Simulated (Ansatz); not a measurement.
# triplet InClF2 at 6 levels

Aim: a comparison of 6 runs (UHF/def2-SVP, U-r2SCAN0/def2-SVP, UHSE06/def2-SVP, UPBE/def2-SVP, RPA@PBE/def2-SVP, UBCCD(T)/def2-SVP) of triplet InClF2. 

The calculation is run with Ansatz 0.2.0.

54 further runs of the same task are left out: 3 that didn't finish, 51 set aside as unsound or not needed.

## 1. Starting point

InClF2: 4 atoms, total charge 0, spin state triplet. As SMILES of the parent species, `[F][In]([F])[Cl]`. The coordinates come from a PBE0-D4/def2-TZVP relaxation. That shape belongs to the parent species and isn't relaxed for this state.

Bond lengths: F1–In2 1.923 Å, In2–F3 1.923 Å, In2–Cl4 2.277 Å. Angles: F1–In2–F3 114.8°, F1–In2–Cl4 122.6°, F3–In2–Cl4 122.6°.

## 2. The energy at UHF/def2-SVP (core potential) (run 1)

The input, input.yaml:

```yaml
crystal:
  periodic: [false, false, false]
  atoms:
    - symbol: F
      position_ang: [0.588200, 0.614600, 1.749600]
    - symbol: In
      position_ang: [0.046700, -0.040500, 0.025100]
    - symbol: F
      position_ang: [0.831500, -1.720700, -0.482100]
    - symbol: Cl
      position_ang: [-1.410900, 1.086300, -1.312800]
basis:
  gaussian: {orbitals: def2-SVP}
output: {orbitals: {seedname: orbitals}}
hamiltonian: {xc: hf}
total_charge: 0
magnetization: {spin_polarized: true, initial_magnetization: 2}
accuracy: high
```

Started as:

```bash
$ ansatz run input.yaml --threads 1 --pin off --max-ram 3480MiB --events-out events.jsonl --progress --plain --runs-dir runs
```

Log:

```text
Warning: RAYON_NUM_THREADS=1 ignored (pool sized by the plan → 1); use --threads N
Functional definition: HF
  name "HF"
  exchange = exact_x
  correlation = 0
1486 factors; integrals over basis functions are off by at most 3.0e-9 eV
mean field evaluation 1: about -23047.9421 eV, gradient 3.3e1 eV
mean field evaluation 2: about -23047.9761 eV, gradient 3.3e1 eV
mean field evaluation 4: about -23052.6464 eV, gradient 2.3e0 eV
mean field evaluation 8: about -23052.7453 eV, gradient 1.6e-1 eV
mean field evaluation 16: about -23052.7460 eV, gradient 2.9e-8 eV
mean field evaluation 32: about -23052.6557 eV, gradient 2.2e-2 eV
mean field evaluation 64: about -23051.7145 eV, gradient 5.3e-1 eV
mean field evaluation 96: about -23052.3888 eV, gradient 1.6e0 eV
mean field evaluation 128: about -23051.2755 eV, gradient 2.0e0 eV
mean field evaluation 160: about -23052.7304 eV, gradient 1.1e0 eV
mean field evaluation 192: about -23051.5937 eV, gradient 1.1e0 eV
mean field evaluation 224: about -23052.7454 eV, gradient 1.8e-1 eV
mean field -23052.74597637 eV, -847.1727889193 hartree, gradient 2.9e-8 eV, S^2 2.012367; 2 other end points of the search recorded, 0 dependent functions left out
reference -23052.74597637 eV, -847.1727889193 hartree; 29, 27 occupied and 43, 45 virtual orbitals, 1486 factors
Total energy: -23052.74597637 eV, -847.1727889193 hartree
```

Wall time 6.9 s (1 thread of Arm Neoverse V2, shared host); peak memory 0.24 GiB.

## 3. The energy at U-r2SCAN0/def2-SVP (core potential) (run 2)

The input, job.yaml:

```yaml
crystal:
  periodic: [false, false, false]
  atoms:
    - {symbol: F, position_ang: [0.588200, 0.614600, 1.749600]}
    - {symbol: In, position_ang: [0.046700, -0.040500, 0.025100]}
    - {symbol: F, position_ang: [0.831500, -1.720700, -0.482100]}
    - {symbol: Cl, position_ang: [-1.410900, 1.086300, -1.312800]}
basis:
  gaussian:
    orbitals: def2-SVP
magnetization:
  spin_polarized: true
  initial_magnetization: 2
hamiltonian:
  xc: {name: r2SCAN0}
accuracy: high
output: {orbitals: {seedname: orbitals}}
```

Started as:

```bash
$ ansatz run job.yaml --threads 1 --pin off --max-ram 3480MiB --events-out events.jsonl --progress --plain --runs-dir runs
```

Log:

```text
Warning: RAYON_NUM_THREADS=1 ignored (pool sized by the plan → 1); use --threads N
Functional definition: r2SCAN0
  name "r2SCAN0"
  parameter a = 0.25
  parameter k0 = 0.174
  parameter k1 = 0.065
  parameter a1 = 4.9479
  exchange = (1 - a)*r2scan_x(k0 = k0, k1 = k1, a1 = a1) + a*exact_x
  correlation = r2scan_c
1486 factors; integrals over basis functions are off by at most 3.0e-9 eV
mean field evaluation 1: about -23109.8358 eV, gradient 3.9e1 eV
mean field evaluation 2: about -23066.7160 eV, gradient 1.1e2 eV
mean field evaluation 4: about -23115.0748 eV, gradient 1.3e1 eV
mean field evaluation 8: about -23116.0166 eV, gradient 7.4e-1 eV
mean field evaluation 16: about -23116.1042 eV, gradient 2.5e-2 eV
mean field evaluation 32: about -23116.1042 eV, gradient 7.4e-6 eV
mean field evaluation 64: about -23114.9683 eV, gradient 1.3e1 eV
mean field -23116.10421542 eV, -849.5011612584 hartree, gradient 8.0e-8 eV, S^2 2.010033; 6 other end points of the search recorded, 0 dependent functions left out
reference -23116.10422018 eV, -849.5011614333 hartree; 29, 27 occupied and 43, 45 virtual orbitals, 1486 factors
Total energy: -23116.10422018 eV, -849.5011614333 hartree
```

Run time: 43 s. Hardware: 1 thread of Arm Neoverse V2, shared host; peak memory 0.49 GiB.

Runs 3 to 5 aren't shown in full; the table further down has their settings and results.

## 4. A single-point energy at UBCCD(T)/def2-SVP (core potential) (run 6)

The input, input.yaml:

```yaml
crystal:
  periodic: [false, false, false]
  atoms:
    - symbol: F
      position_ang: [0.588200, 0.614600, 1.749600]
    - symbol: In
      position_ang: [0.046700, -0.040500, 0.025100]
    - symbol: F
      position_ang: [0.831500, -1.720700, -0.482100]
    - symbol: Cl
      position_ang: [-1.410900, 1.086300, -1.312800]
basis:
  gaussian:
    orbitals: def2-SVP
magnetization:
  spin_polarized: true
  initial_magnetization: 2
correlation:
  method: bccd_t
  frozen_orbitals: {Cl: 5, F: 1, In: 4}
accuracy: high
scf:
  omitted_lower_state_checks: [cluster_reference, increment]
```

Started as:

```bash
$ ansatz run input.yaml --threads 1 --pin off --max-ram 3480MiB --events-out events.jsonl --progress --plain --runs-dir runs
```

Log:

```text
Warning: RAYON_NUM_THREADS=1 ignored (pool sized by the plan → 1); use --threads N
[... 15 lines left out ...]
11 core orbitals not correlated: weight in the atoms' cores, before any rotation towards them, 1.000 or more for the frozen orbitals, at most 0.000 for the correlated occupied ones
[... 38 lines left out ...]
Total energy: -23069.12623905 eV, -847.7747524695 hartree
Checks for a lower state left out: cluster_reference, increment
```

Wall time 66 s (1 thread of Arm Neoverse V2, shared host); peak memory 0.79 GiB.

## 5. The series

```
run                                level  frozen core orbitals  energy (Eh)  HOMO energy (eV)   ⟨S²⟩  wall time
  1        UHF/def2-SVP (core potential)                     –  -847.172789             -6.73  2.012      6.9 s
  2  U-r2SCAN0/def2-SVP (core potential)                     –  -849.501161             -5.14  2.010       43 s
  3     UHSE06/def2-SVP (core potential)                     –  -849.254985             -4.59  2.007       36 s
  4       UPBE/def2-SVP (core potential)                     –  -849.260907             -4.06  2.002       40 s
  5    RPA@PBE/def2-SVP (core potential)                    11  -848.033846                 –  2.002       50 s
  6   UBCCD(T)/def2-SVP (core potential)                    11  -847.774752                 –  2.012       66 s
```

## 6. Summary of results

| quantity | value |
| --- | --- |
| run 6: total energy | -847.77475 Eh |
| run 6: correlation energy (11 core orbitals frozen) | -602.0 mEh |
| run 6: (T) correction | -14.15 mEh |
| run 6: ⟨S²⟩ of the reference determinant | 2.012 |

In words: Totals of different functionals can't be ranked against each other. All runs together took 4 min, the longest 66 s.
